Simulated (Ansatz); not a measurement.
A first try at a rigid scan of one bond angle of C2H3FSe, SMILES C=C(F)[SeH], using the Ansatz DFT code, driven from Python.

Run as a notebook:

**Cell 1**
```python
import ansatz
from ase import Atoms
```

**Cell 2**
```python
atoms = Atoms(["C", "C", "F", "Se", "H", "H", "H"], positions=[
    (0.2516, -0.1101, 1.0361),
    (-0.319, 0.3895, -0.1153),
    (-1.5949, 0.9328, -0.1402),
    (0.7635, 0.307, -1.7527),
    (-0.3653, -0.0166, 1.9281),
    (1.198, -0.4819, 1.0424),
    (0.1272, -1.0887, -2.0441),
])
```

**Cell 3**
```python
first = (
    ansatz.Crystal.molecule_from_ase(atoms).calculation()
    .basis(gaussian="def2-SVP")
    .functional("cam_b3lyp")
    .stress()
    .relax(force_tolerance=0.02, max_steps=30)
)
atoms.positions = first.run(threads=1, backend="cpu").report["positions_ang"]
```
Output:
```text
Traceback (most recent call last):
  File "<cell 3>", line 8, in <module>
    atoms.positions = first.run(threads=1, backend="cpu").report["positions_ang"]
                      ~~~~~~~~~^^^^^^^^^^^^^^^^^^^^^^^^^^
  ...
ansatz.RefusalError: invalid value for `basis.gaussian`: such a run doesn't read output.stress; remove what it names
```

What is wrong, and how is it mended?

The fault: a molecule has no stress. The change:

```diff
--- before
+++ after
@@
     .functional("cam_b3lyp")
-    .stress()
-    .relax(force_tolerance=0.02, max_steps=30)
+    .relax(force_tolerance=0.02, max_steps=80)
 )
@@
     base = base.functional("cam_b3lyp")
-    base = base.stress()
     rows.append((angle, base.run(threads=1, backend="cpu").report["free_energy_ev"]))
```

Notebook, run cell by cell (the value of a cell's last expression is shown):

(earlier cells as before)

```python
first = (
    ansatz.Crystal.molecule_from_ase(atoms).calculation()
    .basis(gaussian="def2-SVP")
    .functional("cam_b3lyp")
    .relax(force_tolerance=0.02, max_steps=80)
)
atoms.positions = first.run(threads=1, backend="cpu").report["positions_ang"]
```

```python
rows = []
for angle in [90, 100, 110, 120, 135, 150, 165, 179]:
    bent = atoms.copy()
    bent.set_angle(1, 3, 6, angle, indices=[6])
    base = ansatz.Crystal.molecule_from_ase(bent).calculation()
    base = base.basis(gaussian="def2-SVP")
    base = base.functional("cam_b3lyp")
    rows.append((angle, base.run(threads=1, backend="cpu").report["free_energy_ev"]))
floor = min(e for _, e in rows)
for angle, e in rows:
    print(f"angle C1-Se3-H6 = {angle:3d} deg   {1000 * (e - floor):9.1f} meV")
```

    angle C1-Se3-H6 =  90 deg         0.0 meV
    angle C1-Se3-H6 = 100 deg        16.7 meV
    angle C1-Se3-H6 = 110 deg       179.1 meV
    angle C1-Se3-H6 = 120 deg       472.3 meV
    angle C1-Se3-H6 = 135 deg      1128.3 meV
    angle C1-Se3-H6 = 150 deg      1990.7 meV
    angle C1-Se3-H6 = 165 deg      2927.9 meV
    angle C1-Se3-H6 = 179 deg      3491.2 meV

The scan is rigid, and the energies are electronic, in a modest basis. The zero is the lowest point of the grid, which needn't be the minimum. Hardware and time: 69 s on 1 thread of Arm Neoverse V1, on a shared host, peak memory 0.29 GiB.
